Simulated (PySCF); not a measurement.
# C2H9GeP: the cost of one run

Computed with PySCF 2.14.0, with density-fitted response routines of our own, on a single molecule in the gas phase. Atoms count from 0, in the outputs and in this text.

## Step 1: Starting geometry

13 atoms, charge 0, multiplicity 1; geometry from: GFN2-xTB. The atoms were then displaced at random by about 0.01 Å, so the start is not that level's minimum.

Bonds of the start (Å): C0–Ge1 1.97, Ge1–C2 1.99, Ge1–P3 2.35, C0–H4 1.11, C0–H5 1.08, C0–H6 1.09, Ge1–H7 1.52, C2–H8 1.09, C2–H9 1.07, C2–H10 1.08, P3–H11 1.38, P3–H12 1.36.

## Step 2: Geometry optimisation at PBE0-D3(BJ)/def2-SVP

The job: settings as JSON, then the geometry in Å.

```
{"job": {"xc": "PBE0", "basis": "def2-SVP", "d3": "d3bj", "grid": 1, "shake": 0.01, "kind": "geom"}, "charge": 0, "multiplicity": 1}
C      0.176090     1.626810    -0.432790
Ge    -0.012850    -0.055320     0.580640
C     -1.570150    -1.104990    -0.090850
P      1.951520    -1.339660     0.532690
H     -0.763400     2.221380    -0.369160
H      0.337080     1.452560    -1.490810
H      0.983470     2.257860    -0.060030
H     -0.279260     0.315710     2.030120
H     -1.675640    -2.005160     0.520320
H     -1.405010    -1.389450    -1.110870
H     -2.475810    -0.528160    -0.005820
H      2.028280    -1.237260    -0.836780
H      2.711490    -0.231210     0.723020
```

Launch:

```console
OMP_NUM_THREADS=1 python probes_run.py task.json out
```

The driver reads the jobs from task.json and runs them one after another.

**Question.** How long does this first job take on 1 thread of Arm Neoverse V1, shared host, and how much memory does it need?

About 47 s, with a peak of 0.52 GiB.
